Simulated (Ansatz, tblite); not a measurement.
# C25H30S3Si2: spin states and exact exchange

Aim: set other spin states of C25H30S3Si2 against its singlet, on many levels of theory.

Method: as each input shows; program: Ansatz 0.2.0, Gaussian basis.

Plan: triplet, at the geometry of the singlet (GFN1-xTB, GFN2-xTB, PBE0-D4/def2-SVP, PBE-D4/def2-SVP); the singlet's energies come from earlier runs.

1 further run of the same task is left out (set aside as unsound or not needed).

**1. The structure**

The geometry is that of the singlet, from an earlier relaxation (r2SCAN-D4/def2-SVP).

SMILES `Cc1cc(-c2sc(-c3sc(C#C[Si](C)(C)C)cc3C)cc2C)sc1C#C[Si](C)(C)C`, 60 atoms, charge 0, spin multiplicity 1.

Bond lengths: C1–C2 1.496 Å, C1–H31 1.102 Å, C1–H32 1.103 Å, C1–H33 1.099 Å, C2–C3 1.413 Å, C2–C24 1.399 Å, C3–C4 1.393 Å, C3–H34 1.093 Å, C4–C5 1.440 Å, C4–S23 1.746 Å, C5–S6 1.748 Å, C5–C21 1.400 Å, S6–C7 1.743 Å, C7–C8 1.441 Å, C7–C20 1.390 Å, C8–S9 1.743 Å, C8–C18 1.402 Å, S9–C10 1.746 Å and more. Angles: C2–C1–H31 111.0°, C2–C1–H32 111.0°, C2–C1–H33 111.1°, H31–C1–H32 107.2°, H31–C1–H33 108.5°, H32–C1–H33 108.0°, C1–C2–C3 124.6°, C1–C2–C24 123.5°, C3–C2–C24 111.9°, C2–C3–C4 114.7°, C2–C3–H34 123.1°, C4–C3–H34 122.2°, C3–C4–C5 127.3°, C3–C4–S23 110.0°, C5–C4–S23 122.7°, C4–C5–S6 118.4°, C4–C5–C21 130.8°, S6–C5–C21 110.7° and more.

**2. Triplet at the fixed geometry, GFN1-xTB**

Tight binding, by tblite at 300 K electronic temperature and without a spin-polarisation term:

```python
tblite.interface.Calculator('GFN1-xTB', numbers, positions, charge=0, uhf=2).singlepoint()
```

Energy -2277.1690 eV; 0.29 s.

**3. Triplet at the fixed geometry, GFN2-xTB**

Tight binding, by tblite at 300 K electronic temperature and without a spin-polarisation term:

```python
tblite.interface.Calculator('GFN2-xTB', numbers, positions, charge=0, uhf=2).singlepoint()
```

Energy -2226.2253 eV; 0.24 s.

**4. Triplet at the fixed geometry, PBE0-D4/def2-SVP**

Input file in.yaml:

```yaml
crystal:
  periodic: [false, false, false]
  atoms:
    - {symbol: C, position_ang: [4.182566, 2.046618, -1.962570]}
    - {symbol: C, position_ang: [3.715177, 1.121441, -0.883988]}
    - {symbol: C, position_ang: [2.360068, 0.843941, -0.596292]}
    - {symbol: C, position_ang: [2.158830, -0.050095, 0.453168]}
    - {symbol: C, position_ang: [0.900626, -0.540114, 0.952215]}
    - {symbol: S, position_ang: [-0.544185, -0.225653, 0.020108]}
    - {symbol: C, position_ang: [-1.565641, -1.026948, 1.183824]}
    - {symbol: C, position_ang: [-2.990588, -1.095609, 0.980416]}
    - {symbol: S, position_ang: [-3.780624, 0.081019, -0.034435]}
    - {symbol: C, position_ang: [-5.341005, -0.668104, 0.195820]}
    - {symbol: C, position_ang: [-6.486792, -0.150255, -0.426557]}
    - {symbol: C, position_ang: [-7.488529, 0.309563, -0.975149]}
    - {symbol: Si, position_ang: [-8.991364, 0.995444, -1.790369]}
    - {symbol: C, position_ang: [-9.560313, -0.203363, -3.120771]}
    - {symbol: C, position_ang: [-10.330916, 1.205383, -0.489004]}
    - {symbol: C, position_ang: [-8.543446, 2.653642, -2.549810]}
    - {symbol: C, position_ang: [-5.224519, -1.768209, 1.037945]}
    - {symbol: C, position_ang: [-3.908384, -2.025309, 1.488340]}
    - {symbol: C, position_ang: [-3.556476, -3.182303, 2.372580]}
    - {symbol: C, position_ang: [-0.792376, -1.528568, 2.224537]}
    - {symbol: C, position_ang: [0.595279, -1.266672, 2.109015]}
    - {symbol: C, position_ang: [1.593310, -1.711134, 3.134335]}
    - {symbol: S, position_ang: [3.695819, -0.562312, 1.104870]}
    - {symbol: C, position_ang: [4.581655, 0.422939, -0.035984]}
    - {symbol: C, position_ang: [5.983950, 0.444967, -0.016395]}
    - {symbol: C, position_ang: [7.215969, 0.452653, -0.006249]}
    - {symbol: Si, position_ang: [9.056381, 0.471139, 0.002119]}
    - {symbol: C, position_ang: [9.645768, 0.640112, 1.778177]}
    - {symbol: C, position_ang: [9.686030, -1.134971, -0.741462]}
    - {symbol: C, position_ang: [9.631467, 1.937206, -1.023458]}
    - {symbol: H, position_ang: [3.678201, 3.023452, -1.891058]}
    - {symbol: H, position_ang: [3.956013, 1.635808, -2.960746]}
    - {symbol: H, position_ang: [5.267607, 2.208902, -1.900625]}
    - {symbol: H, position_ang: [1.528795, 1.299617, -1.140962]}
    - {symbol: H, position_ang: [-10.465187, 0.176219, -3.625284]}
    - {symbol: H, position_ang: [-8.780347, -0.348184, -3.885230]}
    - {symbol: H, position_ang: [-9.799841, -1.190234, -2.692760]}
    - {symbol: H, position_ang: [-10.007775, 1.895556, 0.306631]}
    - {symbol: H, position_ang: [-10.581723, 0.241515, -0.017431]}
    - {symbol: H, position_ang: [-11.251890, 1.612206, -0.939795]}
    - {symbol: H, position_ang: [-8.189169, 3.360891, -1.783409]}
    - {symbol: H, position_ang: [-7.746183, 2.544277, -3.302167]}
    - {symbol: H, position_ang: [-9.419785, 3.101987, -3.046901]}
    - {symbol: H, position_ang: [-6.087242, -2.381428, 1.305423]}
    - {symbol: H, position_ang: [-4.351967, -3.940948, 2.348952]}
    - {symbol: H, position_ang: [-3.430719, -2.871648, 3.424230]}
    - {symbol: H, position_ang: [-2.614857, -3.658161, 2.057349]}
    - {symbol: H, position_ang: [-1.220450, -2.040096, 3.086793]}
    - {symbol: H, position_ang: [2.238690, -0.881601, 3.465132]}
    - {symbol: H, position_ang: [2.259390, -2.499255, 2.743964]}
    - {symbol: H, position_ang: [1.080386, -2.116492, 4.018043]}
    - {symbol: H, position_ang: [10.748303, 0.647740, 1.823351]}
    - {symbol: H, position_ang: [9.286973, -0.197638, 2.397946]}
    - {symbol: H, position_ang: [9.280218, 1.575387, 2.232146]}
    - {symbol: H, position_ang: [9.337278, -1.255652, -1.779433]}
    - {symbol: H, position_ang: [9.332832, -2.005092, -0.165029]}
    - {symbol: H, position_ang: [10.788752, -1.157420, -0.748056]}
    - {symbol: H, position_ang: [10.733242, 1.986277, -1.046746]}
    - {symbol: H, position_ang: [9.273992, 1.861019, -2.062953]}
    - {symbol: H, position_ang: [9.258715, 2.886589, -0.606367]}
basis:
  gaussian: {orbitals: def2-SVP, fitting: {mean_field: def2-universal-jkfit}}
magnetization: {spin_polarized: true, initial_magnetization: 2}
hamiltonian: {xc: pbe0, dispersion: d4}
scf: {omitted_lower_state_checks: [starts]}
output: {orbitals: {seedname: orbitals}}
```

Run with:

```console
$ ansatz run in.yaml --threads 2 --pin off --events-out ev --progress --plain --max-ram 32768MiB --backend cuda --devices 0, --max-vram 18GiB
```

The log of the run:

```text
Functional definition: PBE0
  name "PBE0"
  cite "Adamo & Barone, J. Chem. Phys. 110, 6158 (1999) doi:10.1063/1.478522"
  cite "Perdew, Burke & Ernzerhof, Phys. Rev. Lett. 77, 3865 (1996) doi:10.1103/PhysRevLett.77.3865"
  parent pbe
  parameter a = 0.25
  parameter kappa = 0.804
  parameter beta = 0.06672455060314922
  exchange = (1 - a)*pbe_x(kappa = kappa, mu = beta*pi^2/3) + a*exact_x
  correlation = pbe_c(beta = beta)
these checks for a lower state are left out or cut short: starts
3055 factors; integrals over basis functions are off by at most 2.4e-1 eV
mean field evaluation 1: about -74543.6902 eV, gradient 9.4e1 eV
mean field evaluation 2: about -74505.6374 eV, gradient 1.2e2 eV
mean field evaluation 4: about -74587.3794 eV, gradient 2.0e1 eV
mean field evaluation 8: about -74590.3221 eV, gradient 9.8e-1 eV
mean field evaluation 16: about -74590.3441 eV, gradient 5.3e-2 eV
mean field evaluation 32: about -74590.3447 eV, gradient 1.7e-4 eV
mean field -74590.34467028 eV, -2741.1446074814 hartree, gradient 1.8e-5 eV, S^2 2.040008; 0 other end points of the search recorded, 0 dependent functions left out
reference -74590.34475734 eV, -2741.1446106807 hartree; 129, 127 occupied and 461, 463 virtual orbitals, 3055 factors
Total energy: -74592.30592122 eV, -2741.2166821238 hartree
Checks for a lower state left out: starts
```

Wall time 17 s (1 × H100 (card shared with other runs) with 2 threads of AMD EPYC 7R13, shared host); peak host memory 1.3 GiB.

HOMO -3.42 eV, LUMO -4.01 eV (over both spins; with the spin held, an empty level of the minority spin lies below the top filled one); ⟨S²⟩ 2.040 (pure: 2.00).

**5. Triplet at the fixed geometry, PBE-D4/def2-SVP**

start.molden holds the orbitals of an earlier run on this state, given as this run's starting guess.

Changes to in.yaml since step 4:

```diff
@@ -64,5 +64,5 @@
 basis:
-  gaussian: {orbitals: def2-SVP, fitting: {mean_field: def2-universal-jkfit}}
+  gaussian: {orbitals: def2-SVP, fitting: {mean_field: def2-universal-jkfit}, initial_orbitals: start.molden}
 magnetization: {spin_polarized: true, initial_magnetization: 2}
-hamiltonian: {xc: pbe0, dispersion: d4}
+hamiltonian: {xc: pbe, dispersion: d4}
 scf: {omitted_lower_state_checks: [starts]}
```

The command is unchanged.

The log of the run:

```text
Functional definition: PBE
  name "PBE"
  cite "Perdew, Burke & Ernzerhof, Phys. Rev. Lett. 77, 3865 (1996) doi:10.1103/PhysRevLett.77.3865"
  parent pbe
  parameter kappa = 0.804
  parameter beta = 0.06672455060314922
  exchange = pbe_x(kappa = kappa, mu = beta*pi^2/3)
  correlation = pbe_c(beta = beta)
these checks for a lower state are left out or cut short: starts
3055 factors; integrals over basis functions are off by at most 2.4e-1 eV
mean field evaluation 1: about -74582.5973 eV, gradient 1.0e1 eV
mean field evaluation 2: about -74583.0456 eV, gradient 6.0e-1 eV
mean field evaluation 4: about -74583.0514 eV, gradient 6.8e-2 eV
mean field evaluation 8: about -74583.0515 eV, gradient 2.4e-5 eV
mean field -74583.05150647 eV, -2740.8765886549 hartree, gradient 2.4e-5 eV, S^2 2.006789; 0 other end points of the search recorded, 0 dependent functions left out
reference -74583.05161649 eV, -2740.8765926978 hartree; 129, 127 occupied and 461, 463 virtual orbitals, 3055 factors
Total energy: -74585.31265315 eV, -2740.9596842624 hartree
Checks for a lower state left out: starts
```

Run time: 8 s. Hardware: 1 × H100 (card shared with other runs) with 2 threads of AMD EPYC 7R13, shared host; peak host memory 1.2 GiB.

Report: HOMO -2.77 eV, LUMO -4.39 eV (over both spins; with the spin held, an empty level of the minority spin lies below the top filled one); ⟨S²⟩ 2.007 (pure: 2.00).

**6. Triplet less singlet, vertical**

The singlet's energies are those of its earlier runs, whose logs aren't repeated here.

| level | triplet less singlet, vertical (kcal/mol) | time |
| --- | --- | --- |
| GFN1-xTB | +41.9 | 0.5 s |
| GFN2-xTB | +41.5 | 0.44 s |
| PBE-D4/def2-SVP | +41.0 | 18 s |
| PBE0-D4/def2-SVP | +45.2 | 28 s |

Times add the two runs; a level without a time comes out of a correlated run. Tight binding without a spin term can't rank spin states.

**7. Outcome**

```
                                               quantity                                       value
triplet less singlet, vertical, functionals in def2-SVP  +41.0 (PBE-D4) to +45.2 kcal/mol (PBE0-D4)
```

What this shows: All functionals put the triplet above the singlet, over a spread of 4.2 kcal/mol. The checks for a lower triplet were left out, so another state of that spin may lie lower. These are electronic energies, without zero-point motion, entropy or surroundings.
